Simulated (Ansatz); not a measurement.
# VN2: how settings move the results

This session on VN2 sets out to see how the occupation rule and width moves the results.

Method: DFT PBEsol, scalar-relativistic, plane waves, PAW, in Ansatz 0.2.0.

4 further runs of the same task are left out: 3 for a known fault of the program, 1 set aside as unsound or not needed.

**1. Starting point**

The structure is tetragonal, space group I4/mcm (No. 140). Conventional cell: a = 4.301 Å, b = 4.301 Å, c = 4.983 Å, α = 90.00°, β = 90.00°, γ = 90.00°. Around V (site symmetry 422) lie 8 N at 2.13 Å. N (site symmetry m2m) is surrounded by 1 N at 1.40 Å.

Structure file:

```cif
data_structure
_symmetry_space_group_name_H-M 'I4/mcm'
_symmetry_Int_Tables_number 140
_cell_length_a 4.3015
_cell_length_b 4.3015
_cell_length_c 4.9827
_cell_angle_alpha 90.000
_cell_angle_beta 90.000
_cell_angle_gamma 90.000
_cell_volume 92.19
loop_
_atom_site_label
_atom_site_type_symbol
_atom_site_symmetry_multiplicity
_atom_site_Wyckoff_symbol
_atom_site_fract_x
_atom_site_fract_y
_atom_site_fract_z
_atom_site_occupancy
V1 V 4 a 0.00000 0.00000 0.25000 1
N1 N 8 h 0.61510 0.11510 0.00000 1
```

Source of the structure: the Crystallography Open Database. It is taken as it stands there.

**2. The base run, which the others are set against**

Input file input.yaml:

```yaml
crystal:
  lattice:
    - [-2.15075, 2.15075, 2.49135]
    - [2.15075, -2.15075, 2.49135]
    - [2.15075, 2.15075, -2.49135]
  atoms:
    - { symbol: V, position: [0.25, 0.25, 0.0] }
    - { symbol: V, position: [0.75, 0.75, 0.0] }
    - { symbol: "N", position: [0.1151, 0.6151, 0.7302] }
    - { symbol: "N", position: [0.6151, 0.8849, 0.5] }
    - { symbol: "N", position: [0.8849, 0.3849, 0.2698] }
    - { symbol: "N", position: [0.3849, 0.1151, 0.5] }
basis:
  ecutwfc: 420
kpoints:
  mp_grid: { grid: [12, 12, 12] }
hamiltonian:
  xc: pbesol
scf:
  occupations: { method: gaussian, width: 0.1 }
output:
  forces: true
  stress: true
  eigenvalues: true
  populations: true
  write_density: true
  write_potential: true
  elf: true
  volumetric_format: npy
```

It was run beforehand and gave: -1214.6234 eV/atom at zero smearing, pressure -11.60 GPa, largest force 0.460 eV/Å, no gap on the mesh, in 6 SCF cycles and 20 s.

**3. Occupation rule and width: Gaussian 0.2 eV**

Input file input.yaml:

```yaml
crystal:
  lattice:
    - [-2.15075, 2.15075, 2.49135]
    - [2.15075, -2.15075, 2.49135]
    - [2.15075, 2.15075, -2.49135]
  atoms:
    - { symbol: V, position: [0.25, 0.25, 0.0] }
    - { symbol: V, position: [0.75, 0.75, 0.0] }
    - { symbol: "N", position: [0.1151, 0.6151, 0.7302] }
    - { symbol: "N", position: [0.6151, 0.8849, 0.5] }
    - { symbol: "N", position: [0.8849, 0.3849, 0.2698] }
    - { symbol: "N", position: [0.3849, 0.1151, 0.5] }
basis:
  ecutwfc: 420
kpoints:
  mp_grid: { grid: [12, 12, 12] }
hamiltonian:
  xc: pbesol
scf:
  occupations: { method: gaussian, width: 0.2 }
output:
  forces: true
  stress: true
  eigenvalues: true
```

On the command line:

```console
> ansatz run input.yaml --threads 1 --pin off --max-ram 2560MiB --backend cpu --events-out ev --progress --plain --runs-dir out
```

**4. Occupation rule and width: Gaussian 0.3 eV**

Changes to input.yaml since step 3:

```diff
@@ -19,3 +19,3 @@
 scf:
-  occupations: { method: gaussian, width: 0.2 }
+  occupations: { method: gaussian, width: 0.3 }
 output:
```

**5. Occupation rule and width: Gaussian 0.5 eV**

Changes to input.yaml since step 4:

```diff
@@ -19,3 +19,3 @@
 scf:
-  occupations: { method: gaussian, width: 0.3 }
+  occupations: { method: gaussian, width: 0.5 }
 output:
```

**6. Occupation rule and width set to Fermi–Dirac 0.02 eV**

Changes to input.yaml since step 5:

```diff
@@ -19,3 +19,3 @@
 scf:
-  occupations: { method: gaussian, width: 0.5 }
+  occupations: { method: fermi_dirac, width: 0.02 }
 output:
```

**7. Occupation rule and width: Fermi–Dirac 0.5 eV**

Changes to input.yaml since step 6:

```diff
@@ -19,3 +19,3 @@
 scf:
-  occupations: { method: fermi_dirac, width: 0.02 }
+  occupations: { method: fermi_dirac, width: 0.5 }
 output:
```

**8. Occupation rule and width set to Methfessel–Paxton 0.05 eV**

Changes to input.yaml since step 7:

```diff
@@ -19,3 +19,3 @@
 scf:
-  occupations: { method: fermi_dirac, width: 0.5 }
+  occupations: { method: methfessel_paxton, width: 0.05 }
 output:
```

**9. Occupation rule and width set to Methfessel–Paxton 0.1 eV**

Changes to input.yaml since step 8:

```diff
@@ -19,3 +19,3 @@
 scf:
-  occupations: { method: methfessel_paxton, width: 0.05 }
+  occupations: { method: methfessel_paxton, width: 0.1 }
 output:
```

**10. Occupation rule and width set to Methfessel–Paxton 0.2 eV**

Changes to input.yaml since step 9:

```diff
@@ -19,3 +19,3 @@
 scf:
-  occupations: { method: methfessel_paxton, width: 0.1 }
+  occupations: { method: methfessel_paxton, width: 0.2 }
 output:
```

**11. Occupation rule and width: Methfessel–Paxton 0.3 eV**

Changes to input.yaml since step 10:

```diff
@@ -19,3 +19,3 @@
 scf:
-  occupations: { method: methfessel_paxton, width: 0.2 }
+  occupations: { method: methfessel_paxton, width: 0.3 }
 output:
```

**12. Occupation rule and width set to cold 0.01 eV**

Changes to input.yaml since step 11:

```diff
@@ -19,3 +19,3 @@
 scf:
-  occupations: { method: methfessel_paxton, width: 0.3 }
+  occupations: { method: cold, width: 0.01 }
 output:
```

**13. Occupation rule and width: cold 0.3 eV**

Changes to input.yaml since step 12:

```diff
@@ -19,3 +19,3 @@
 scf:
-  occupations: { method: cold, width: 0.01 }
+  occupations: { method: cold, width: 0.3 }
 output:
```

**14. Occupation rule and width: tetrahedron**

Changes to input.yaml since step 13:

```diff
@@ -19,3 +19,3 @@
 scf:
-  occupations: { method: cold, width: 0.3 }
+  occupations: { method: tetrahedron }
 output:
```

(Steps that only read results are left out.)

Q: Predict the outcome of the series: the values and the trend.

**Answer**, as computed:

| quantity | value |
| --- | --- |
| largest energy shift, occupation rule and width | -0.75 meV/atom at Gaussian 0.5 |

Smearing shifts the free energy by as much as 161 meV/atom (Fermi–Dirac 0.5); extrapolating to zero width leaves 0.75 at most. For the widths that shift F most, the extrapolation takes out most of the shift. In a metal, forces and stress under tetrahedra need not match the slope of their energy. The listed cell is far from this method's equilibrium (-11.6 GPa, forces up to 0.46 eV/Å), so its values are not those of the relaxed crystal.
